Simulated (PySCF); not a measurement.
The system is S2SiH4, in a box.

```
S Si H
1.0
    13.00000    0.00000    0.00000
     0.00000   12.00000    0.00000
     0.00000    0.00000   12.00000
S Si H
2 1 4
Direct
  0.39035 0.42595 0.46213
  0.62125 0.44690 0.60515
  0.50121 0.53954 0.52828
  0.35514 0.49883 0.38602
  0.53821 0.61158 0.43612
  0.45999 0.60968 0.61965
  0.64686 0.39192 0.51157
```

Base run:

```yaml
Program: PySCF 2.14.0
Functional: B97-D
Dispersion: D3(BJ)
Potentials_or_basis: def2-svp (all-electron)
k_mesh: 1 × 1 × 1
Occupations: fixed
Spin: no spin polarisation
```

Its results: gap between the frontier levels 5.73 eV.

After a change of settings the same cell gave: gap between the frontier levels 7.69 eV. Which change was it?
A. functional from B97-D to SCAN0; dispersion from D3(BJ) to none
B. functional from B97-D to M06; dispersion from D3(BJ) to D4
C. functional from B97-D to B3LYP; dispersion from D3(BJ) to none

B.

Caveats: this is a molecule in a periodic box at the Γ point, so its band gap is the HOMO-LUMO gap; the basis of atomic orbitals isn't converged, which shifts pressures, moduli and gaps.

Runs at the PBE level aren't shown here.
